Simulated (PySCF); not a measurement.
# C3H8Ge (GeH2Me(vinyl)): the cost of one run

Computed with PySCF 2.14.0, with density-fitted response routines of our own, on a single molecule in the gas phase. Atoms count from 0, in the outputs and in this text.

## Step 1: Starting geometry

12 atoms, charge 0, multiplicity 1; geometry from: GFN2-xTB. The atoms were then displaced at random by about 0.03 Å, so the start is not that level's minimum.

Bonds of the start (Å): Ge0–H1 1.49, Ge0–H2 1.40, Ge0–C3 2.03, Ge0–C7 1.89, C3–H4 1.01, C3–H5 1.20, C3–H6 1.08, C7–C8 1.39, C7–H9 1.04, C8–H10 1.05, C8–H11 1.10.

## Step 2: Relaxing the molecule at PBE0-D3(BJ)/def2-SVP

What the job is given:

```
{"job": {"xc": "PBE0", "basis": "def2-SVP", "d3": "d3bj", "grid": 1, "maxiter": 40, "shake": 0.03, "kind": "geom"}, "charge": 0, "multiplicity": 1}
Ge     0.845200     0.235860     0.329330
H      0.699830     0.295020     1.812910
H      2.181220     0.235180    -0.082590
C      0.111270     1.980980    -0.416370
H      0.556430     2.822300    -0.090940
H     -1.035340     2.096240    -0.099410
H      0.064840     1.961950    -1.492040
C     -0.089660    -1.249130    -0.384640
C     -0.847980    -2.084380     0.431640
H     -0.069240    -1.454580    -1.405740
H     -0.969220    -1.962720     1.464660
H     -1.331890    -2.959470    -0.015830
```

Started as:

```bash
$ OMP_NUM_THREADS=1 python probes_run.py task.json out
```

This one command runs all jobs of the session in turn.

**Question.** How long does this first job take on 1 thread of Intel Xeon Platinum 8488C, shared host, and how much memory does it need?

About 35 s, with a peak of 0.45 GiB.
